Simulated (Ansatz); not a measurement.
**SiH3I (SMILES [SiH3]I): wB97X/def2-TZVP (core potential)**

What is the electronic atomisation energy of SiH3I at wB97X/def2-TZVP (core potential)? 

The calculation is run with Ansatz 0.2.0.

43 further runs of the same task are left out: 12 that didn't finish, 31 set aside as unsound or not needed.

**1. Starting point**

The species is SiH3I (5 atoms), meant as a singlet with charge 0. As SMILES, `[SiH3]I`. The shape is that of a PBE0-D4/def2-TZVP optimisation.

Bond lengths: Si1–I2 2.439 Å, Si1–H3 1.481 Å, Si1–H4 1.481 Å, Si1–H5 1.481 Å. Angles: I2–Si1–H3 108.5°, I2–Si1–H4 108.5°, I2–Si1–H5 108.4°, H3–Si1–H4 110.5°, H3–Si1–H5 110.5°, H4–Si1–H5 110.5°.

**2. The energy at wB97X/def2-TZVP (core potential)**

The input, in.yaml:

```yaml
crystal:
  periodic: [false, false, false]
  atoms:
    - {symbol: Si, position_ang: [-0.165600, 0.069300, -0.077300]}
    - {symbol: I, position_ang: [1.907700, -0.923300, 0.737800]}
    - {symbol: H, position_ang: [-1.144400, 0.089000, 1.033900]}
    - {symbol: H, position_ang: [-0.671300, -0.755700, -1.198400]}
    - {symbol: H, position_ang: [0.123500, 1.447000, -0.537300]}
basis:
  gaussian: {orbitals: def2-TZVP}
hamiltonian: {xc: {name: wB97X}}
accuracy: high
output: {orbitals: {seedname: orbitals}}
```

Run with:

```bash
ansatz run in.yaml --threads 1 --pin off --max-ram 3480MiB --events-out events.jsonl --progress --plain --runs-dir runs
```

What it wrote:

```text
Warning: RAYON_NUM_THREADS=1 ignored (pool sized by the plan → 1); use --threads N
Functional definition: wB97X
  name "wB97X"
  parameter omega = 0.3/bohr
  parameter cx = 0.157706
  parameter cx1 = 0.726479
  parameter cx2 = 1.04760
  parameter cx3 = -5.70635
  parameter cx4 = 13.2794
  parameter css1 = -4.33879
  parameter css2 = 18.2308
  parameter css3 = -31.7430
  parameter css4 = 17.2901
  parameter cos1 = 2.37031
  parameter cos2 = -11.3995
  parameter cos3 = 6.58405
  parameter cos4 = -3.78132
  exchange = spin_sum(e_x_unif_sr(omega)*poly(b97_u_x, 1 - cx, cx1, cx2, cx3, cx4)) + cx*exact_x_sr(omega)
      + exact_x_lr(omega)
  correlation = spin_sum(e_c_pw_same_spin*poly(b97_u_same, 1, css1, css2, css3, css4))
      + integral(e_c_pw_opposite_spin*poly(b97_u_opposite, 1, cos1, cos2, cos3, cos4))
1899 factors; integrals over basis functions are off by at most 3.4e-9 eV
365 factors; integrals over basis functions are off by at most 2.4e-9 eV
mean field evaluation 1: about -16029.4602 eV, gradient 8.4e0 eV
mean field evaluation 2: about -16029.6775 eV, gradient 5.0e0 eV
mean field evaluation 4: about -16029.7300 eV, gradient 3.8e-1 eV
mean field evaluation 8: about -16029.7881 eV, gradient 1.7e-2 eV
mean field evaluation 16: about -16029.7881 eV, gradient 2.7e-5 eV
mean field -16029.78807632 eV, -589.0838464241 hartree, gradient 4.5e-8 eV, S^2 0.000000; 0 other end points of the search recorded, 0 dependent functions left out
reference -16029.78807354 eV, -589.0838463220 hartree; 21, 21 occupied and 84, 84 virtual orbitals, 1899 factors
Total energy: -16029.78807354 eV, -589.0838463220 hartree
```

Run time: 29 s. Hardware: 1 thread of Arm Neoverse V1, shared host; peak memory 0.5 GiB.

**3. The H atom at the same level**

The input, input.yaml:

```yaml
crystal:
  periodic: [false, false, false]
  atoms:
    - {symbol: H, position_ang: [0.000000, 0.000000, 0.000000]}
basis:
  gaussian:
    orbitals: def2-TZVP
magnetization:
  spin_polarized: true
  initial_magnetization: 1
hamiltonian:
  xc: {name: wB97X}
total_charge: 0
accuracy: high
```

Run the same way, it converges to -0.50139 Eh (log not shown).

**4. The I atom, same level**

The input, run.yaml:

```yaml
basis:
  gaussian:
    orbitals: def2-TZVP
crystal:
  periodic: [false, false, false]
  atoms:
    - {symbol: I, position_ang: [0.000000, 0.000000, 0.000000]}
magnetization:
  spin_polarized: true
  initial_magnetization: 1
hamiltonian:
  xc: {name: wB97X}
accuracy: high
```

Run the same way, it converges to -297.72901 Eh (log not shown).

**5. The Si atom**

The input, job.yaml:

```yaml
crystal:
  periodic: [false, false, false]
  atoms:
    - symbol: Si
      position_ang: [0.000000, 0.000000, 0.000000]
basis:
  gaussian:
    orbitals: def2-TZVP
magnetization:
  spin_polarized: true
  initial_magnetization: 2
hamiltonian:
  xc: {name: wB97X}
accuracy: high
```

Run the same way, it converges to -289.35913 Eh (log not shown).

**6. Outcome**

At wB97X/def2-TZVP (core potential):

```
                     quantity          value
       molecule: total energy  -589.08385 Eh
        molecule: HOMO energy       -9.94 eV
        molecule: LUMO energy        1.25 eV
      molecule: HOMO–LUMO gap       11.18 eV
         H atom: total energy    -0.50139 Eh
                 H atom: ⟨S²⟩          0.750
         I atom: total energy  -297.72901 Eh
                 I atom: ⟨S²⟩          0.753
        Si atom: total energy  -289.35913 Eh
                Si atom: ⟨S²⟩          2.005
electronic atomisation energy      13.375 eV
```

**Reading.** Taking the molecule apart into free atoms costs 13.38 eV (308 kcal/mol), before zero-point energy and without spin-orbit coupling.
